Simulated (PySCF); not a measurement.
# [EuCl4]−: other functionals and bases at one geometry

One table from this session's results is given with a row withheld; the runs are named, their logs left out.

Method: several levels, as the steps say, no spin–orbit coupling; program: PySCF 2.14.0.

1 further run of the same task is left out (for a known fault of the program).

### The system as given

5 atoms, charge -1, spin multiplicity 1.

Bond lengths: Eu1–Cl2 2.569 Å, Eu1–Cl3 2.569 Å, Eu1–Cl4 2.569 Å, Eu1–Cl5 2.569 Å. Angles: Cl2–Eu1–Cl3 109.5°, Cl2–Eu1–Cl4 109.5°, Cl2–Eu1–Cl5 109.5°, Cl3–Eu1–Cl4 109.5°, Cl3–Eu1–Cl5 109.5°, Cl4–Eu1–Cl5 109.5°.

Coordinates:

```xyz
5
Cl4Eu
Eu    0.0000    0.0000    0.0000
Cl    1.4834    1.4834    1.4834
Cl   -1.4834   -1.4834    1.4834
Cl    1.4834   -1.4834   -1.4834
Cl   -1.4834    1.4834   -1.4834
```

Formal oxidation states: Eu +3. Each metal's 6 4f electrons lie in its core potential, so multiplicities, spins and levels count the valence alone. An earlier session relaxed this geometry at PBE0, Eu lcecp-1-SVP with ECP52, Cl def2-SVP (singlet, point group Td).

At PBE0 on the finer grid: E = -1875.390424 Eh, HOMO -4.52 eV, LUMO 3.31 eV, Mulliken charge on Eu1 +0.75 e, largest force component 0.002 eV/Å. 

Levels to run: BP86; BLYP; PBE0, TZVP. Hardware: 2 threads of Arm Neoverse V2, shared host.

Set-up of the first run:

The input, run.py (the lines that set the calculation):

```python
mol = gto.M(atom='''
Eu     0.00000     0.00000     0.00000
Cl     1.48339     1.48339     1.48339
Cl    -1.48339    -1.48339     1.48339
Cl     1.48339    -1.48339    -1.48339
Cl    -1.48339     1.48339    -1.48339''',
    basis={'Eu': 'lcecp-1-SVP', 'Cl': 'def2-SVP'},
    ecp={'Eu': 'lcecp-1-SVP'},
    charge=-1, spin=0)
mf = dft.RKS(mol, xc='B88,P86')
mf.grids.atom_grid = (75, 302)  # f atoms: unpruned, at least (60, 302)
mf = mf.density_fit()  # fitting sets: Eu AutoAux, Cl def2-universal-JKFIT
mf.conv_tol = 1e-08; mf.max_cycle = 55
mf.kernel(dm0)  # dm0: the density of the relaxed state
```

On the command line:

```sh
OMP_NUM_THREADS=2 python run.py
```

Among the steps run: BP86; BLYP; PBE0, TZVP.

One of the session's tables, all rows but one given; the rest of the session is left out.

| level | HOMO (eV) | gap (eV) | charge on Eu1 (e) | largest force component (eV/Å) |
| --- | --- | --- | --- | --- |
| PBE0 (relaxed here) | -4.52 | 7.83 | 0.75 | 0.00 |
| BP86 | ? | ? | ? | ? |
| BLYP | -2.80 | 5.64 | 0.49 | 0.17 |
| PBE0, TZVP | -4.79 | 7.98 | 1.31 | 0.02 |

Estimate the missing values for BP86.

As computed: HOMO (eV): -3.16; gap (eV): 6.00; charge on Eu1 (e): 0.55; largest force component (eV/Å): 0.06. In the column «HOMO (eV)» it lies between PBE0 (relaxed here) (-4.52) and BLYP (-2.80).

In one basis the HOMO–LUMO gap runs from 5.64 eV (BLYP) to 7.83 eV (PBE0). The largest leftover force, 0.17 eV/Å with BLYP, stands at a geometry relaxed at another level. With 4f in the core, its levels are missing from HOMO and gap, and its count is fixed, so no charge can pass from the ligands into it. Total energies of different levels can't be compared.
